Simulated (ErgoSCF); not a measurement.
# CdF2 (SMILES [F][Cd][F]) at B3PW91(Ergo)/STO-3G

What is the energy change on altering one bond length of CdF2 at B3PW91(Ergo)/STO-3G? 

The results are computed with ErgoSCF 3.8.

8 further runs of the same task are left out: 3 that didn't finish, 5 set aside as unsound or not needed.

**1. Starting point**

The species is CdF2 (3 atoms), meant as a singlet with charge 0. SMILES: `[F][Cd][F]`. The shape is that of a PBE0-D4/def2-TZVP optimisation.

Bond lengths: F1–Cd2 1.921 Å, Cd2–F3 1.921 Å. Angles: F1–Cd2–F3 180.0°.

**2. The energy at B3PW91(Ergo)/STO-3G**

Contents of ergo.in:

```
set_nthreads(1)
scf.max_number_of_iterations = 100
basis = "STO-3G"
scf.output_mulliken_pop = 1
XC.type = "HiCu"
tmpdir = "."
spin_polarization = 0
molecule_inline Angstrom
F        1.458700       0.853100       0.883600
Cd      -0.003700      -0.021500      -0.004400
F       -1.465900      -0.896300      -0.892400
EOF
run "B3PW91"
```

Command:

```bash
ergo ergo.in
```

Standard output:

```text
[...]
INDF Weighted mixed functional:
[...]
INSC Energy   1 =      -5735.51033078675
[...]
INDE PURIFICATION CONVERGED after 32 iterations
[...]
INDE PURIFICATION CONVERGED after 38 iterations
[...]
INDE PURIFICATION CONVERGED after 27 iterations
[...]
INDE PURIFICATION CONVERGED after 27 iterations
[...]
INDE E(LUMO) - E(HOMO) <=          0.31157151217 =          8.47829280152 eV
[...]
INSC Energy  22 =      -5610.40638696691  ( diff      0.000000000020918 )
[...]
RESC CONVERGED after  22 iterations.
RESC FINAL ENERGY:      -5610.40638696691
[...]
INSC SCF: dipole_moment_x [atomic units] =      -0.00010844
INSC SCF: dipole_moment_y [atomic units] =       0.00006651
INSC SCF: dipole_moment_z [atomic units] =      -0.00000661
[...]
```

It took 20 s on 1 thread of Arm Neoverse V1, shared host; peak memory 0.26 GiB.

**3. The distorted shape at the same level**

Contents of run.inp:

```
set_nthreads("env")
molecule_inline Angstrom
F  1.970542 1.159211 1.194401
Cd -0.003700 -0.021500 -0.004400
F  -1.465900 -0.896300 -0.892400
EOF
scf.output_mulliken_pop = 1
basis = "STO-3G"
scf.max_number_of_iterations = 100
XC.type = "HiCu"
tmpdir = "."
run "B3PW91"
```

Command:

```bash
ergo run.inp
```

Standard output:

```text
[...]
INDF Weighted mixed functional:
[...]
INSC Energy   1 =      -5735.21754575831
[...]
INDE PURIFICATION CONVERGED after 37 iterations
[...]
INDE PURIFICATION CONVERGED after 68 iterations
[...]
INDE PURIFICATION CONVERGED after 31 iterations
[...]
INDE PURIFICATION CONVERGED after 31 iterations
[...]
INDE E(LUMO) - E(HOMO) <=          0.15548226901 =          4.23088809664 eV
[...]
INSC Energy  33 =      -5610.27459656661  ( diff      0.000000000003638 )
[...]
RESC CONVERGED after  33 iterations.
RESC FINAL ENERGY:      -5610.27459656661
[...]
INSC SCF: dipole_moment_x [atomic units] =      -0.34573568
INSC SCF: dipole_moment_y [atomic units] =      -0.20662580
INSC SCF: dipole_moment_z [atomic units] =      -0.20989057
[...]
```

It took 27 s on 1 thread of Arm Neoverse V1, shared host; peak memory 0.26 GiB.

**4. What came out**

At B3PW91(Ergo)/STO-3G:

```
                                                          quantity           value
                                         first shape: total energy  -5610.40639 Eh
                                        first shape: dipole moment          0.00 D
                                     distorted shape: total energy  -5610.27460 Eh
                                    distorted shape: dipole moment          1.15 D
energy change with the F1–Cd2 bond stretched from 1.921 to 2.594 Å        3.586 eV
```

With the F1–Cd2 bond stretched from 1.921 to 2.594 Å the energy rises by 3.59 eV (346 kJ/mol). The first shape isn't relaxed at this level, so the change isn't measured from a minimum. The minimal basis adds a large error of its own. Relativity is left out (first shape) although the molecule holds a heavy atom. Mulliken charges (distorted shape) run from -0.21 on F1 to +0.41 on Cd2; they depend strongly on the basis. Relativity is left out (distorted shape) although the molecule holds a heavy atom.
